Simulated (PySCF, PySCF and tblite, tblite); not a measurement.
# C₃HF₇: conformers and averaged spectra

Which conformers does C₃HF₇ (`FC(F)C(F)(F)C(F)(F)F`) populate, and what do their averaged NMR parameters look like?

Programs: PySCF 2.14.0 with density-fitted response routines of our own, and tblite 0.8.0. All values are computed, except where a source is named. Atoms count from 0 throughout.

## Step 1: The molecule as given

11 atoms, charge 0, multiplicity 1; geometry from: MMFF94s geometry.

Bonds of the start (Å): C1–C3 1.51, C1–F2 1.34, C1–H10 1.10, C3–C6 1.51, C3–F4 1.36, C3–F5 1.38, C6–F7 1.36, C6–F8 1.35, C6–F9 1.36, F0–C1 1.36.

## Step 2: GFN2-xTB relaxation, conformer 1

The job: settings as JSON, then the geometry in Å.

```
{"job": {"xc": "GFN2-xTB", "basis": "xTB", "kind": "relax"}, "charge": 0, "multiplicity": 1}
F      1.186600    -1.545000    -0.422600
C      1.252000    -0.239700    -0.044500
F      1.559100     0.469000    -1.145300
C     -0.029100     0.230200     0.593100
F      0.111700     1.515800     1.021200
F     -0.263900    -0.496800     1.737700
C     -1.180500     0.088200    -0.373200
F     -2.339400     0.507300     0.196000
F     -1.001200     0.820900    -1.489000
F     -1.383300    -1.196600    -0.757100
H      2.093400    -0.150600     0.657700
```

Run with:

```
$ OMP_NUM_THREADS=1 python ens_run.py task.json out
```

One launch serves the whole session.

Log:

```text
step      E/eV     max force
  0   -1089.40567    2.150
  1   -1089.51382    0.437
  2   -1089.52432    0.389
  3   -1089.53724    0.176
  4   -1089.54004    0.137
  5   -1089.54268    0.132
  6   -1089.54496    0.124
  7   -1089.54679    0.107
  8   -1089.54780    0.080
  9   -1089.54869    0.090
 10   -1089.54986    0.118
 11   -1089.55116    0.125
 12   -1089.55217    0.097
 13   -1089.55292    0.073
 14   -1089.55364    0.076
 15   -1089.55424    0.078
 16   -1089.55458    0.041
 17   -1089.55471    0.025
 18   -1089.55471    0.025
 19   -1089.55475    0.020
 20   -1089.55485    0.010
 21   -1089.55486    0.009
 22   -1089.55488    0.008
 23   -1089.55488    0.007
 24   -1089.55489    0.005
 25   -1089.55489    0.004
```

Run time: 0.1 s. Hardware: 1 thread of Arm Neoverse V2, shared host.

Relaxing gained 0.149 eV and moved the atoms by 0.06 Å on average (rms).

**GFN2-xTB relaxation, conformer 2**

The job: settings as JSON, then the geometry in Å.

```
{"job": {"xc": "GFN2-xTB", "basis": "xTB", "kind": "relax"}, "charge": 0, "multiplicity": 1}
F      2.418000    -0.080500     0.045100
C      1.123000    -0.531800     0.053800
F      0.977300    -1.164200     1.260300
C      0.154100     0.615100    -0.110600
F      0.365400     1.214700    -1.298600
F      0.350000     1.561200     0.844900
C     -1.252000     0.058800    -0.035900
F     -1.448100    -0.888000    -0.978100
F     -1.527500    -0.521700     1.161100
F     -2.187400     1.018300    -0.230700
H      1.032600    -1.279200    -0.737300
```

Log:

```text
step      E/eV     max force
  0   -1089.36657    2.290
  1   -1089.48677    0.461
  2   -1089.49304    0.225
  3   -1089.49841    0.159
  4   -1089.50041    0.125
  5   -1089.50182    0.109
  6   -1089.50321    0.116
  7   -1089.50465    0.093
  8   -1089.50556    0.079
  9   -1089.50613    0.080
 10   -1089.50674    0.095
 11   -1089.50767    0.111
 12   -1089.50871    0.113
 13   -1089.50949    0.075
 14   -1089.50998    0.062
 15   -1089.51035    0.055
 16   -1089.51064    0.057
 17   -1089.51082    0.035
 18   -1089.51082    0.035
 19   -1089.51089    0.027
 20   -1089.51103    0.026
 21   -1089.51110    0.032
 22   -1089.51123    0.034
 23   -1089.51136    0.040
 24   -1089.51153    0.040
 25   -1089.51171    0.040
 26   -1089.51187    0.035
 27   -1089.51202    0.034
 28   -1089.51219    0.035
 29   -1089.51239    0.043
 30   -1089.51263    0.046
 31   -1089.51292    0.057
 32   -1089.51333    0.062
 33   -1089.51391    0.073
 34   -1089.51470    0.094
 35   -1089.51572    0.095
 36   -1089.51687    0.098
 37   -1089.51806    0.112
 38   -1089.51917    0.096
 39   -1089.51998    0.075
 40   -1089.52027    0.073
 41   -1089.52054    0.093
 42   -1089.52094    0.056
 43   -1089.52126    0.043
 44   -1089.52177    0.032
 45   -1089.52198    0.033
 46   -1089.52205    0.026
 47   -1089.52210    0.015
 48   -1089.52213    0.012
 49   -1089.52215    0.011
 50   -1089.52216    0.012
 51   -1089.52218    0.016
 52   -1089.52221    0.019
 53   -1089.52224    0.018
 54   -1089.52227    0.016
 55   -1089.52230    0.015
 56   -1089.52232    0.014
 57   -1089.52234    0.013
 58   -1089.52236    0.013
 59   -1089.52238    0.011
 60   -1089.52240    0.013
 61   -1089.52242    0.012
 62   -1089.52243    0.012
 63   -1089.52244    0.011
 64   -1089.52245    0.009
 65   -1089.52247    0.012
 66   -1089.52249    0.014
 67   -1089.52251    0.012
 68   -1089.52252    0.011
 69   -1089.52253    0.010
 70   -1089.52255    0.013
 71   -1089.52257    0.015
 72   -1089.52259    0.012
 73   -1089.52260    0.012
 74   -1089.52261    0.010
 75   -1089.52263    0.010
 76   -1089.52265    0.010
 77   -1089.52266    0.010
 78   -1089.52267    0.009
 79   -1089.52268    0.006
 80   -1089.52268    0.005
 81   -1089.52268    0.003
```

Wall time 0.33 s (1 thread of Arm Neoverse V2, shared host).

Relaxing gained 0.156 eV and moved the atoms by 0.21 Å on average (rms).

## Step 3: Shieldings, conformer 1: CAM-B3LYP/pcSseg-1 in dimethylsulfoxide

The job: settings as JSON, then the geometry in Å.

```
{"job": {"xc": "CAM-B3LYP", "basis": "pcSseg-1", "solvent": "dimethylsulfoxide", "kind": "nmr", "pop": true}, "charge": 0, "multiplicity": 1}
F      1.239762    -1.541661    -0.404833
C      1.323018    -0.256475    -0.035723
F      1.611577     0.466318    -1.126221
C     -0.022676     0.211879     0.574233
F      0.100391     1.496446     0.962320
F     -0.270888    -0.510141     1.684609
C     -1.245694     0.094243    -0.381760
F     -2.347824     0.521684     0.224989
F     -1.069803     0.826583    -1.475715
F     -1.443862    -1.165822    -0.751827
H      2.131425    -0.140384     0.703966
```

Log:

```text
coarse grid: 11480 points
cycle   1  E = -813.1251228785  dE =  1.919e+00  |g| = 1.416e+00  |ddm| = 2.828e+00
cycle   2  E = -812.9108192836  dE =  2.143e-01  |g| = 1.946e+00  |ddm| = 1.561e+00
cycle   3  E = -813.4636113837  dE = -5.528e-01  |g| = 7.533e-02  |ddm| = 8.785e-01
cycle   4  E = -813.4643657137  dE = -7.543e-04  |g| = 3.672e-02  |ddm| = 5.481e-02
cycle   5  E = -813.4645525584  dE = -1.868e-04  |g| = 1.221e-02  |ddm| = 2.352e-02
cycle   6  E = -813.4645730836  dE = -2.053e-05  |g| = 2.211e-03  |ddm| = 6.932e-03
cycle   7  E = -813.4645740302  dE = -9.466e-07  |g| = 4.704e-04  |ddm| = 2.068e-03
final grid: 120224 points
cycle   8  E = -813.5651198729  dE = -3.938e-05  |g| = 6.673e-03  |ddm| = 1.364e-02
cycle   9  E = -813.5651169377  dE =  2.935e-06  |g| = 8.228e-03  |ddm| = 6.786e-03
cycle  10  E = -813.5651259571  dE = -9.019e-06  |g| = 2.500e-04  |ddm| = 3.447e-03
cycle  11  E = -813.5651259674  dE = -1.027e-08  |g| = 1.495e-04  |ddm| = 2.838e-04
cycle  12  E = -813.5651259710  dE = -3.544e-09  |g| = 4.086e-05  |ddm| = 1.002e-04
cycle  13  E = -813.5651259712  dE = -2.321e-10  |g| = 7.891e-06  |ddm| = 2.591e-05
converged SCF energy = -813.5651259712

GIAO shielding tensors (ppm)
atom      isotropic    diamagn.    paramagn.     s11        s22        s33       span
  0 F      328.855     473.331    -144.476    231.179    345.451    409.936    178.758
  1 C       65.554     237.847    -172.292     52.404     71.342     72.917     20.513
  2 F      328.791     473.322    -144.531    231.120    345.404    409.849    178.730
  3 C       66.609     243.632    -177.023     50.318     72.122     77.387     27.069
  4 F      319.610     472.878    -153.268    225.350    360.670    372.809    147.460
  5 F      319.606     472.884    -153.278    225.269    360.758    372.790    147.520
  6 C       55.428     240.727    -185.299     45.269     58.382     62.632     17.363
  7 F      270.116     470.812    -200.695    192.387    263.096    354.866    162.479
  8 F      265.544     473.529    -207.985    190.726    265.773    340.131    149.404
  9 F      265.523     473.518    -207.995    190.639    265.786    340.145    149.507
 10 H       24.952      25.502      -0.551     22.834     23.304     28.717      5.883
```

It took 28 s on 1 thread of Arm Neoverse V2, shared host; peak memory 0.9 GiB.

Key values: HOMO -11.57 eV, LUMO 2.46 eV; dipole 2.02 D.

## Step 4: Shieldings, conformer 2: CAM-B3LYP/pcSseg-1 in dimethylsulfoxide

The job: settings as JSON, then the geometry in Å.

```
{"job": {"xc": "CAM-B3LYP", "basis": "pcSseg-1", "solvent": "dimethylsulfoxide", "kind": "nmr", "pop": false}, "charge": 0, "multiplicity": 1}
F      2.409478    -0.049769     0.262934
C      1.195649    -0.552022     0.010029
F      0.873999    -1.373076     1.021402
C      0.159621     0.598079    -0.097193
F      0.295030     1.190794    -1.302728
F      0.369057     1.540396     0.833981
C     -1.300700     0.070214     0.024864
F     -1.451144    -1.021354    -0.731684
F     -1.600632    -0.249726     1.274784
F     -2.172729     0.976815    -0.393009
H      1.227795    -1.127680    -0.929343
```

Log:

```text
coarse grid: 11480 points
cycle   1  E = -813.1229511196  dE =  1.925e+00  |g| = 1.417e+00  |ddm| = 2.841e+00
cycle   2  E = -812.8995692742  dE =  2.234e-01  |g| = 1.963e+00  |ddm| = 1.570e+00
cycle   3  E = -813.4626045915  dE = -5.630e-01  |g| = 7.556e-02  |ddm| = 8.882e-01
cycle   4  E = -813.4633646928  dE = -7.601e-04  |g| = 3.716e-02  |ddm| = 5.591e-02
cycle   5  E = -813.4635533028  dE = -1.886e-04  |g| = 1.255e-02  |ddm| = 2.389e-02
cycle   6  E = -813.4635748688  dE = -2.157e-05  |g| = 2.217e-03  |ddm| = 7.121e-03
cycle   7  E = -813.4635758153  dE = -9.465e-07  |g| = 5.283e-04  |ddm| = 2.044e-03
final grid: 120224 points
cycle   8  E = -813.5634787035  dE = -3.784e-05  |g| = 6.293e-03  |ddm| = 1.353e-02
cycle   9  E = -813.5634761134  dE =  2.590e-06  |g| = 7.753e-03  |ddm| = 6.425e-03
cycle  10  E = -813.5634841389  dE = -8.025e-06  |g| = 2.619e-04  |ddm| = 3.288e-03
cycle  11  E = -813.5634841495  dE = -1.060e-08  |g| = 1.615e-04  |ddm| = 2.862e-04
cycle  12  E = -813.5634841534  dE = -3.929e-09  |g| = 4.100e-05  |ddm| = 1.047e-04
cycle  13  E = -813.5634841536  dE = -2.390e-10  |g| = 8.024e-06  |ddm| = 2.582e-05
converged SCF energy = -813.5634841536

GIAO shielding tensors (ppm)
atom      isotropic    diamagn.    paramagn.     s11        s22        s33       span
  0 F      339.139     469.302    -130.163    234.817    346.924    435.677    200.859
  1 C       65.871     238.749    -172.878     52.121     66.404     79.087     26.966
  2 F      330.635     473.243    -142.608    228.130    344.542    419.234    191.104
  3 C       65.404     243.142    -177.738     51.992     67.748     76.472     24.481
  4 F      316.743     472.439    -155.696    221.044    346.429    382.755    161.711
  5 F      332.913     472.292    -139.379    239.609    356.406    402.725    163.117
  6 C       55.145     241.768    -186.623     45.231     57.446     62.758     17.527
  7 F      268.833     474.267    -205.434    188.293    267.504    350.703    162.410
  8 F      266.561     472.857    -206.297    190.937    270.529    338.216    147.279
  9 F      273.846     470.498    -196.652    197.231    272.228    352.080    154.849
 10 H       24.965      26.790      -1.825     22.757     24.513     27.624      4.868
```

It took 27 s on 1 thread of Arm Neoverse V2, shared host; peak memory 0.91 GiB.

Key values: HOMO -11.63 eV, LUMO 2.45 eV; dipole 1.79 D.

[end of part 1 of 2]
